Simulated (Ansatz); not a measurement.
**CuSn3 in Ansatz: the effect of functional**

The system is CuSn3.

```xyz
4
Lattice="-2.2096 2.2096 4.8049 2.2096 -2.2096 4.8049 2.2096 2.2096 -4.8049" Properties=species:S:1:pos:R:3 pbc="T T T"
Sn    0.0000    0.0000    4.8049
Sn    2.2096    0.0000    2.4024
Sn    0.0000    2.2096    2.4024
Cu    0.0000    0.0000    0.0000
```

The cell comes from a database or a generator and needn't be the stable form of this composition.

The cell isn't the ideal one: volume scaled by 0.96.

Alike in all runs:

| Property | Result |
| --- | --- |
| Program | Ansatz 0.2.0 |
| Task | single point |
| Potentials or basis | Ansatz PAW |
| k mesh | 8 × 8 × 8 |
| Occupations | fermi-dirac, width 0.05 eV |
| Spin | no spin polarisation |

```tsv
functional	cutoff	pressure (GPa)
LDA	420 eV (not typed: the program's choice for these potentials)	?
r2SCAN	500 eV (not typed: the program's choice for these potentials)	-0.6
PBE	420 eV (not typed: the program's choice for these potentials)	1.2
```

Task: What does the run with functional LDA give?

Result: Pressure -3.9 GPa.

Caveats: the PAW data sets come from PBE, with cores solved anew for the run's functional, which leaves a small shift of forces and pressure (some runs).
